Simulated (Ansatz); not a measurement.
# Hf: the cost of one run

Computed with Ansatz 0.2.0 (DFT r2SCAN, scalar-relativistic, plane waves, PAW, unless a step's input says otherwise).

1 further run of the same task is left out (set aside as unsound or not needed).

## Step 1: The system as given

Symmetry: Fm-3m, No. 225, cubic system. The conventional cell has a = 4.479 Å, b = 4.479 Å, c = 4.479 Å, α = 90.00°, β = 90.00°, γ = 90.00°. Hf (site symmetry m-3m) has 12 Hf at 3.17 Å as nearest neighbours.

Structure file:

```xyz
1
Lattice="0.0000 2.2397 2.2397 2.2397 0.0000 2.2397 2.2397 2.2397 0.0000" Properties=species:S:1:pos:R:3 pbc="T T T"
Hf    0.0000    0.0000    0.0000
```

It is the result of an earlier relaxation at this level (volume 22.47 Å³/atom; gap on the mesh: none (metal)).

## Step 2: The bulk in the cell of the plane

Input file input.yaml:

```yaml
crystal:
  lattice:
    - [3.167347716, 0.0, 0.0]
    - [0.0, 3.167347716, 0.0]
    - [1.583673858, 1.583673858, 2.2396530483]
  atoms:
    - { symbol: Hf, position: [0.0, 0.0, 0.0] }
basis:
  ecutwfc: 500
kpoints:
  mp_grid: { grid: [11, 11, 15] }
hamiltonian:
  xc: r2scan
scf:
  occupations: { method: gaussian, width: 0.1 }
output:
  forces: true
  stress: true
  eigenvalues: true
```

Q: Estimate wall time and peak memory on 1 thread of an Arm CPU, shared host.

About 17 s, with a peak of 0.53 GiB.
